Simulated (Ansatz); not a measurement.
**La5TlS8: a single-point run**

The task is a single point on La5TlS8 that gives the gradients at the nuclei.

Computed with Ansatz 0.2.0 (DFT, PBE, plane-wave PAW, default files, scalar-relativistic, unless a step's input says otherwise).

1 further run of the same task is left out (it didn't finish).

## (1) Starting point

Symmetry: I-4, No. 82, tetragonal system. Conventional cell: a = 8.876 Å, b = 8.876 Å, c = 8.740 Å, α = 90.00°, β = 90.00°, γ = 90.00°. Around La (site symmetry 1) lie 8 S at 2.88 to 3.27 Å. La (site symmetry -4) has 8 S at 2.93 to 3.09 Å as nearest neighbours. Around Tl (site symmetry -4) lie 8 S at 3.11 to 3.26 Å. S (site symmetry 1) is surrounded by 5 La at 2.88 to 3.27 Å and 1 Tl at 3.26 Å. S (site symmetry 1) has 5 La at 2.92 to 3.12 Å and 1 Tl at 3.11 Å as nearest neighbours.

Coordinates:

```cif
data_structure
_symmetry_space_group_name_H-M 'P 1'
_symmetry_Int_Tables_number 1
_cell_length_a 7.6476
_cell_length_b 7.6476
_cell_length_c 7.6476
_cell_angle_alpha 109.056
_cell_angle_beta 109.056
_cell_angle_gamma 110.305
_cell_volume 344.26
loop_
_atom_site_label
_atom_site_type_symbol
_atom_site_fract_x
_atom_site_fract_y
_atom_site_fract_z
_atom_site_occupancy
La1 La 0.36764 0.25357 0.38154 1
La2 La 0.50000 0.50000 0.00000 1
La3 La 0.74643 0.12798 0.11408 1
La4 La 0.87202 0.98610 0.61846 1
La5 La 0.01390 0.63236 0.88592 1
Tl1 Tl 0.25000 0.75000 0.50000 1
S1 S 0.12043 0.36175 0.60945 1
S2 S 0.12029 0.36040 0.08471 1
S3 S 0.63960 0.72431 0.75989 1
S4 S 0.27569 0.03558 0.91529 1
S5 S 0.48902 0.87957 0.24132 1
S6 S 0.75230 0.51098 0.39055 1
S7 S 0.63825 0.24770 0.75868 1
S8 S 0.96442 0.87971 0.24011 1
```

## (2) Running it

Contents of input.yaml:

```yaml
crystal:
  lattice:
    - [-4.4379426852, 4.4379426852, 4.3697807004]
    - [4.4379426852, -4.4379426852, 4.3697807004]
    - [4.4379426852, 4.4379426852, -4.3697807004]
  atoms:
    - { symbol: La, position: [0.36764132, 0.25356507, 0.38154094] }
    - { symbol: La, position: [0.5, 0.5, 0.0] }
    - { symbol: La, position: [0.74643493, 0.12797587, 0.11407625] }
    - { symbol: La, position: [0.87202413, 0.98610038, 0.61845906] }
    - { symbol: La, position: [0.01389962, 0.63235868, 0.88592375] }
    - { symbol: Tl, position: [0.25, 0.75, 0.5] }
    - { symbol: S, position: [0.12042737, 0.36174541, 0.60944955] }
    - { symbol: S, position: [0.12029474, 0.36040022, 0.08471412] }
    - { symbol: S, position: [0.63959978, 0.7243139, 0.75989452] }
    - { symbol: S, position: [0.2756861, 0.03558062, 0.91528588] }
    - { symbol: S, position: [0.48902218, 0.87957263, 0.24131804] }
    - { symbol: S, position: [0.75229586, 0.51097782, 0.39055045] }
    - { symbol: S, position: [0.63825459, 0.24770414, 0.75868196] }
    - { symbol: S, position: [0.96441938, 0.87970526, 0.24010548] }
kpoints:
  mp_grid: { grid: [1, 1, 1] }
scf:
  occupations: { method: fermi_dirac, width: 0.02 }
  max_iter: 75
hamiltonian:
  xc: pbe
  pseudopotentials: { kind: paw }
output:
  forces: true
  stress: true
  populations: true
  efg:
    quadrupole_moments_barn: { La: 0.206, S: -0.0694 }
    contact_densities: true
```

Command:

```sh
$ ansatz run input.yaml --threads 1 --pin off --max-ram 2560MiB --backend cpu --events-out ev --progress --plain --runs-dir out
```

Q: Will this input give a usable result? If not, why, and what should change?

The run converged and reported no error, with warnings (gradients without spin orbit). That alone doesn't make the input a sound one.

Look at the input: kpoints.mp_grid.grid is [1, 1, 1]. The zone is sampled at a single point, which suits only large cells or molecules.

To check: set kpoints.mp_grid.grid to [5, 5, 5].
